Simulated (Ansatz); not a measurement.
Crystal: YNiC2.

```
Y Ni C
1.0
     3.61052    0.00000    0.00000
     0.00000    2.24280    2.99123
     0.00000   -2.24280    2.99123
Y Ni C
1 1 2
Direct
  0.00000 0.00314 0.00314
  0.50000 0.61343 0.61343
  0.50000 0.15059 0.45584
  0.50000 0.45584 0.15059
```

The cell is a database's computed one.

```yaml
Program: Ansatz 0.2.0
Task: relaxation of cell and atoms
Functional: revPBE
Dispersion: D3(BJ)
Potentials_or_basis: Ansatz PAW
Cutoff: "420 eV (not typed: the program's choice for these potentials)"
k_mesh: 7 × 8 × 8
Occupations: fermi-dirac, width 0.05 eV
Spin: collinear spin, ferromagnetic start
Starting_moments: "[0.0, 1.0, 0.0, 0.0] μB"
```

At the start: volume 12.11 Å³/atom.

Problem. Where does the relaxation end?

Solution. It ends after 8 steps and the volume is 11.80 Å³/atom (-2.5 %); space group Amm2 (No. 38, to 0.05 Å); moment 0.00 μB per cell.

Step by step:
```csv
step,energy change (eV),largest force (eV/Å),volume (Å³)
1,0.0000,0.1641,48.44
2,-0.0213,0.0667,47.32
3,-0.0216,0.0280,47.24
4,-0.0217,0.0145,47.23
5,-0.0217,0.0021,47.23
6,-0.0203,0.0015,47.23
7,-0.0204,0.0006,47.22
8,-0.0203,0.0005,47.22
```

Final structure:
```yaml
crystal:
  lattice:
    - [3.52308, 0.00000, 0.00000]
    - [0.00000, 2.24548, 2.98438]
    - [0.00000, -2.24548, 2.98438]
  atoms:
    - { symbol: Y, position: [0.00000, 0.00254, 0.00254] }
    - { symbol: Ni, position: [0.50000, 0.61360, 0.61360] }
    - { symbol: C, position: [0.50000, 0.15052, 0.45635] }
    - { symbol: C, position: [0.50000, 0.45635, 0.15052] }
```

Caveat: the plane-wave basis is chosen anew once the cell has moved, so the energies of steps on either side of that aren't comparable; the PAW data sets come from PBE, with cores solved anew for the run's functional, which leaves a small shift of forces and pressure; the starting moments weren't kept.
